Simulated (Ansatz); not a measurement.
# Stibine (SbH3): up Jacob's ladder to CCSD(T)

An exercise on one series of results from a longer session: the logs are not shown, and one member is left open.

Computed with Ansatz 0.2.0, Gaussian basis. Level: functionals in def2-TZVPP, the program's frozen cores in correlated methods.

Levels to be run: LDA (SPW92), PBE-D4, revPBE-D4, BLYP-D4, r2SCAN-D4, B97M-V, PBE0-D4, B3LYP-D4, r2SCANh-D4, r2SCAN0-D4, HSE06-D4, BHLYP-D4, CAM-B3LYP-D4, LC-ωPBE, ωB97X-V, ωB97M-V, B2PLYP, PBE-QIDH; CCSD(T)/def2-SVP; CCSD(T)/def2-TZVPP; CCSD(T)/def2-QZVPP; extrapolation to the limit; RPA on PBE.

**Structure used throughout**

An earlier PBE0-D4 in a triple-zeta def2 set relaxation fixed the geometry. Sb takes the def2 core potential; no spin-orbit term is included.

SMILES `[SbH3]`, 4 atoms, charge 0, spin multiplicity 1.

Atoms are counted from 1 here; the program's logs count them from 0.

Bond lengths: Sb1–H2 1.707 Å, Sb1–H3 1.707 Å, Sb1–H4 1.707 Å. Angles: H2–Sb1–H3 91.4°, H2–Sb1–H4 91.4°, H3–Sb1–H4 91.4°.

The first run:

The input, in.yaml:

```yaml
crystal:
  periodic: [false, false, false]
  atoms:
    - {symbol: Sb, position_ang: [0.456280, -0.309791, -0.464471]}
    - {symbol: H, position_ang: [0.843878, 0.072245, 1.153934]}
    - {symbol: H, position_ang: [-1.039141, -0.984403, 0.008858]}
    - {symbol: H, position_ang: [-0.261017, 1.221949, -0.698321]}
basis:
  gaussian: {orbitals: def2-TZVPP}
hamiltonian: {xc: lda}
output: {orbitals: {seedname: orbitals}}
```

Run with:

```console
$ ansatz run in.yaml --threads 2 --pin off --events-out ev --progress --plain --max-ram 32768MiB --backend cpu
```

Steps of the session up to this table: LDA; PBE-D4 (GGA); revPBE-D4 (GGA); BLYP-D4 (GGA); r2SCAN-D4 (meta-GGA); B97M-V (meta-GGA); B3LYP-D4 (hybrid); r2SCANh-D4 (hybrid); r2SCAN0-D4 (hybrid); HSE06-D4 (hybrid); BHLYP-D4 (hybrid); CAM-B3LYP-D4 (range-separated); LC-ωPBE (range-separated); ωB97X-V (range-separated); ωB97M-V (range-separated); B2PLYP (double hybrid); PBE-QIDH (double hybrid).

One of the session's tables, all rows but one given; the rest of the session is left out.

It belongs to the step «Frontier levels by functional». 

| functional | HOMO (eV) | gap (eV) |
| --- | --- | --- |
| LDA (SPW92) | -6.63 | 5.63 |
| PBE-D4 | -6.51 | 5.62 |
| revPBE-D4 | -6.47 | 5.64 |
| BLYP-D4 | ? | ? |
| r2SCAN-D4 | -6.77 | 6.14 |
| B97M-V | -6.72 | 5.91 |
| PBE0-D4 | -7.53 | 7.40 |
| B3LYP-D4 | -7.37 | 7.00 |
| r2SCANh-D4 | -7.14 | 6.79 |
| r2SCAN0-D4 | -7.70 | 7.74 |
| HSE06-D4 | -7.13 | 6.64 |
| BHLYP-D4 | -8.45 | 9.06 |
| CAM-B3LYP-D4 | -8.79 | 9.60 |
| LC-ωPBE | -10.04 | 11.94 |
| ωB97X-V | -9.74 | 11.52 |
| ωB97M-V | -9.63 | 11.18 |

**Question.** Estimate the row for BLYP-D4.

Worked estimate for «HOMO (eV)». Against the share of exact exchange, B3LYP-D4 (0.2, -7.37), BHLYP-D4 (0.5, -8.45) give a slope of -3.60 per unit share; at 0 the line stands at -6.65.

The run gave: HOMO (eV): -6.41; gap (eV): 5.58. In «HOMO (eV)» the line misses by -0.24.
